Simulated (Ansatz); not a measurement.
# RuBr: the cost of one run

Computed with Ansatz 0.2.0 (DFT PBE, scalar-relativistic, plane waves, PAW, unless a step's input says otherwise).

### 1 Starting point

It takes space group R-3m (No. 166, trigonal). Conventional cell: a = 3.106 Å, b = 3.106 Å, c = 14.841 Å, α = 90.00°, β = 90.00°, γ = 120.00°. Ru (site symmetry -3m) is surrounded by 6 Br at 3.06 Å and 6 Ru at 3.11 Å. Br (site symmetry -3m) has 6 Ru at 3.06 Å and 6 Br at 3.11 Å as nearest neighbours.

Coordinates:

```cif
data_structure
_symmetry_space_group_name_H-M 'P 1'
_symmetry_Int_Tables_number 1
_cell_length_a 5.2621
_cell_length_b 5.2621
_cell_length_c 5.2621
_cell_angle_alpha 34.334
_cell_angle_beta 34.334
_cell_angle_gamma 34.334
_cell_volume 41.34
loop_
_atom_site_label
_atom_site_type_symbol
_atom_site_fract_x
_atom_site_fract_y
_atom_site_fract_z
_atom_site_occupancy
Ru1 Ru 0.00000 0.00000 0.00000 1
Br1 Br 0.50000 0.50000 0.50000 1
```

(A quick probe on a coarse mesh, which set the mesh and smearing, is not shown.)

### 3 Coarse relaxation

input.yaml

```yaml
crystal:
  lattice:
    - [1.5531433581, 0.8967077359, 4.9470492145]
    - [-1.5531433581, 0.8967077359, 4.9470492145]
    - [0.0, -1.7934154717, 4.9470492145]
  atoms:
    - { symbol: Ru, position: [0.0, 0.0, 0.0], spin: 2.11 }
    - { symbol: Br, position: [0.5, 0.5, 0.5], spin: 0.12 }
basis:
  ecutwfc: 420
kpoints:
  mp_grid: { grid: [6, 6, 6] }
hamiltonian:
  xc: pbe
scf:
  occupations: { method: gaussian, width: 0.1 }
  lower_state_search: "off"
output:
  forces: true
  stress: true
  eigenvalues: true
  populations: true
magnetization:
  spin_polarized: true
relax:
  adjacent_minimum: "off"
  f_tol: 0.04
  max_steps: 70
  cell: { stress_tol: 0.4 }
```

On the command line:

```sh
$ ansatz run input.yaml --threads 1 --pin off --max-ram 2560MiB --backend cpu --events-out ev --progress --plain --runs-dir out
```

**Question.** How long does this run take on 1 thread of Arm Neoverse V1, shared host, and how much memory does it need?

About 58 s, with a peak of 0.38 GiB.
